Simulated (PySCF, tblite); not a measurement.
# C₅H₅O₂ radical: geometry, infrared bands and EPR parameters

What infrared bands and EPR parameters should C₅H₅O₂ radical (`CC1=[C]OC(=O)C1`) show?

Programs: tblite 0.8.0 and PySCF 2.14.0, with density-fitted response routines of our own. Each step states its level of theory. These are calculated values for one molecule in the gas phase, unless marked as measured. Atoms count from 0, in the outputs and in this text.

## Step 1: The molecule as given

12 atoms, charge 0, multiplicity 2; geometry from: force field or distance geometry start.

Bonds of the start (Å): C0–C1 1.47, C1–C2 1.29, C2–O3 1.31, O3–C4 1.40, C4–O5 1.22, C4–C6 1.55, C6–C1 1.51, C0–H7 1.09, C0–H8 1.10, C0–H9 1.10, C6–H10 1.09, C6–H11 1.10.

## Step 2: Optimising the geometry with GFN2-xTB

What the job is given:

```
{"job": {"kind": "relax", "xc": "GFN2-xTB", "basis": "xTB"}, "charge": 0, "multiplicity": 2}
C     -1.775200    -0.428100    -0.039700
C     -0.346000    -0.249000    -0.316000
C      0.396700    -0.658700    -1.282900
O      1.676100    -0.388000    -1.350800
C      1.920900     0.328400    -0.175800
O      3.006800     0.769200     0.148000
C      0.595400     0.491500     0.606700
H     -2.266300    -0.991600    -0.830500
H     -1.931900    -0.962500     0.905200
H     -2.282300     0.547400     0.036300
H      0.329000     1.543800     0.688200
H      0.678200    -0.003200     1.585200
```

On the command line:

```bash
> OMP_NUM_THREADS=1 python probes_run.py task.json out
```

One launch serves the whole session: the jobs run in the order shown.

**Question.** This job is followed by: GFN2-xTB harmonic vibrations, gas phase; UKS B3LYP, pcH-1 on C H O, non-relativistic, mean-field spin-orbit, GIAO. What will the session give for the following? strongest single infrared mode (GFN2-xTB); zero-point energy (GFN2-xTB); g(iso) (B3LYP); ⟨S²⟩; largest a(iso) (averaged by class); potential on the surface of density 0.002 e/bohr³, 1st and 99th percentile.

The runs gave:

| quantity | value |
| --- | --- |
| strongest single infrared mode (GFN2-xTB) | 1822 cm⁻¹, 509 km/mol |
| zero-point energy (GFN2-xTB) | 54.3 kcal/mol |
| g(iso) (B3LYP) | 2.00220 |
| ⟨S²⟩ | 0.760 (exact 0.75) |
| largest a(iso) (averaged by class) | 13C on C2, 603.5 MHz |
| potential on the surface of density 0.002 e/bohr³, 1st and 99th percentile | -1.58 V and 1.35 V |

**Reading.** Relaxing lowered the energy by 0.210 eV in 22 steps; the close pair that moved most is C2–O3, from 1.309 to 1.348 Å. All 30 modes are real, so the xTB geometry is a minimum. The strongest single mode, at 1822 cm⁻¹, moves mainly C4 and O5. GFN2-xTB is a fitted tight-binding method: band positions and strengths are rough. Its intensities can rank the bands wrongly. Most of the unpaired spin sits on C2 (0.97 e). The isotropic g lies 0.1 ppt below the free-electron value. The conformer search found further structures of the same energy, which may be mirror or relabelled copies of this one.
